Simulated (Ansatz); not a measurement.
# BiBr: the cost of one run

Program: Ansatz 0.2.0. Level of theory: DFT PBEsol, scalar-relativistic, plane waves, PAW. These are calculated values, not measurements.

**1. The system as given**

The structure is monoclinic, space group C2/m (No. 12). Conventional cell: a = 13.642 Å, b = 4.214 Å, c = 20.203 Å, α = 90.00°, β = 107.79°, γ = 90.00°. Around Bi (site symmetry m) lie 4 Br at 2.90 to 2.91 Å and 1 Bi at 3.04 Å. Around Bi (site symmetry m) lie 3 Bi at 3.00 to 3.04 Å. Bi (site symmetry m) is surrounded by 4 Br at 2.91 to 2.92 Å and 1 Bi at 3.04 Å. Around Br (site symmetry m) lie 2 Bi at 2.91 Å. Around Br (site symmetry m) lie 2 Bi at 2.90 Å. Around Br (site symmetry m) lie 2 Bi at 2.92 Å.

Coordinates:

```cif
data_structure
_symmetry_space_group_name_H-M 'C2/m'
_symmetry_Int_Tables_number 12
_cell_length_a 13.6420
_cell_length_b 4.2144
_cell_length_c 20.2028
_cell_angle_alpha 90.000
_cell_angle_beta 107.790
_cell_angle_gamma 90.000
_cell_volume 1105.98
loop_
_atom_site_label
_atom_site_type_symbol
_atom_site_symmetry_multiplicity
_atom_site_Wyckoff_symbol
_atom_site_fract_x
_atom_site_fract_y
_atom_site_fract_z
_atom_site_occupancy
Bi1 Bi 4 i 0.06812 0.00000 0.35065 1
Bi2 Bi 4 i 0.16959 0.00000 0.99384 1
Bi3 Bi 4 i 0.17544 0.00000 0.50676 1
Bi4 Bi 4 i 0.70169 0.50000 0.14948 1
Br1 Br 4 i 0.95279 0.50000 0.88801 1
Br2 Br 4 i 0.31170 0.00000 0.68746 1
Br3 Br 4 i 0.94189 0.50000 0.38122 1
Br4 Br 4 i 0.14340 0.00000 0.81327 1
```

It is the result of an earlier relaxation at this level (volume 34.56 Å³/atom; gap on the mesh: 0.49 eV).

**2. Dielectric function, independent particles**

input.yaml reads:

```yaml
crystal:
  lattice:
    - [6.8209534476, -2.1072107318, 0.0172044871]
    - [6.8209534476, 2.1072107318, 0.0172044871]
    - [-6.2209977628, 0.0, 19.221172653]
  atoms:
    - { symbol: Bi, position: [0.0681214977, 0.0681214977, 0.3506475437] }
    - { symbol: Bi, position: [0.9318785023, 0.9318785023, 0.6493524563] }
    - { symbol: Bi, position: [0.1695916121, 0.1695916121, 0.9938407331] }
    - { symbol: Bi, position: [0.8304083879, 0.8304083879, 0.0061592669] }
    - { symbol: Bi, position: [0.1754429899, 0.1754429899, 0.5067589691] }
    - { symbol: Bi, position: [0.8245570101, 0.8245570101, 0.4932410309] }
    - { symbol: Bi, position: [0.2016877164, 0.2016877164, 0.1494815699] }
    - { symbol: Bi, position: [0.7983122836, 0.7983122836, 0.8505184301] }
    - { symbol: Br, position: [0.4527872109, 0.4527872109, 0.8880063924] }
    - { symbol: Br, position: [0.5472127891, 0.5472127891, 0.1119936076] }
    - { symbol: Br, position: [0.3117023727, 0.3117023727, 0.6874640162] }
    - { symbol: Br, position: [0.6882976273, 0.6882976273, 0.3125359838] }
    - { symbol: Br, position: [0.4418931386, 0.4418931386, 0.3812151408] }
    - { symbol: Br, position: [0.5581068614, 0.5581068614, 0.6187848592] }
    - { symbol: Br, position: [0.143399199, 0.143399199, 0.8132743974] }
    - { symbol: Br, position: [0.856600801, 0.856600801, 0.1867256026] }
basis:
  ecutwfc: 420
kpoints:
  mp_grid: { grid: [10, 10, 2] }
hamiltonian:
  xc: pbesol
scf:
  occupations: { method: gaussian, width: 0.01 }
  n_extra_bands: 64
output:
  forces: false
  stress: false
  eigenvalues: true
  optics: { e_range: [0, 14], sigma: 0.1, nscf_kmesh: { grid: [15, 15, 3] } }
checkpoint:
  read: start.run
  write: ck
  compress: false
  write_wavefunctions: false
  write_every: 100000
```

Command:

```
$ ansatz run input.yaml --threads 8 --pin off --max-ram 22528MiB --backend cpu --events-out ev --progress --plain --runs-dir out
```

What time and memory should one allow on 8 threads of Intel Xeon Platinum 8259CL at 2.50GHz (Skylake/Cascade Lake), shared host?

About 17 min, with a peak of 11 GiB.
